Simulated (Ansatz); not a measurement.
# Mo2C3: the cost of one run

Program: Ansatz 0.2.0. Level of theory: DFT PBE, scalar-relativistic, plane waves, PAW. These are calculated values, not measurements.

## Step 1: The structure to begin with

The structure is cubic, space group Pm-3m (No. 221). The conventional cell has a = 5.513 Å, b = 5.513 Å, c = 5.513 Å, α = 90.00°, β = 90.00°, γ = 90.00°. Around Mo (site symmetry m-3m) lie 6 C at 2.76 Å. Mo (site symmetry m-3m) is surrounded by 12 C at 3.90 Å. C (site symmetry 4/mmm) has 6 Mo at 2.76 to 3.90 Å as nearest neighbours.

Coordinates:

```cif
data_structure
_symmetry_space_group_name_H-M 'P 1'
_symmetry_Int_Tables_number 1
_cell_length_a 5.5129
_cell_length_b 5.5129
_cell_length_c 5.5129
_cell_angle_alpha 90.000
_cell_angle_beta 90.000
_cell_angle_gamma 90.000
_cell_volume 167.55
loop_
_atom_site_label
_atom_site_type_symbol
_atom_site_fract_x
_atom_site_fract_y
_atom_site_fract_z
_atom_site_occupancy
Mo1 Mo 0.50000 0.50000 0.50000 1
Mo2 Mo 0.00000 0.00000 0.00000 1
C1 C 0.00000 0.50000 0.50000 1
C2 C 0.50000 0.00000 0.50000 1
C3 C 0.50000 0.50000 0.00000 1
```

A structure generator made this guess: random cell by space group and Wyckoff sites (Pm-3m, No. 221). Lengths come from tabulated atomic sizes and are only a guess.

## Step 2: The guess as it stands, on a coarse mesh

input.yaml reads:

```yaml
crystal:
  lattice:
    - [5.51286861, 0.0, 0.0]
    - [0.0, 5.51286861, 0.0]
    - [0.0, 0.0, 5.51286861]
  atoms:
    - { symbol: Mo, position: [0.5, 0.5, 0.5] }
    - { symbol: Mo, position: [0.0, 0.0, 0.0] }
    - { symbol: C, position: [0.0, 0.5, 0.5] }
    - { symbol: C, position: [0.5, 0.0, 0.5] }
    - { symbol: C, position: [0.5, 0.5, 0.0] }
basis:
  ecutwfc: 420
kpoints:
  mp_grid: { grid: [4, 4, 4] }
hamiltonian:
  xc: pbe
scf:
  occupations: { method: gaussian, width: 0.1 }
  lower_state_search: "off"
output:
  forces: true
  stress: true
  eigenvalues: true
```

Launch:

```bash
$ ansatz run input.yaml --threads 1 --pin off --max-ram 2048MiB --backend cpu --events-out ev --progress --plain --runs-dir out
```

**Question.** How long does this run take on 1 thread of Intel Xeon 6975P-C (Granite Rapids), shared host, and how much memory does it need?

About 2.9 s, with a peak of 0.41 GiB.
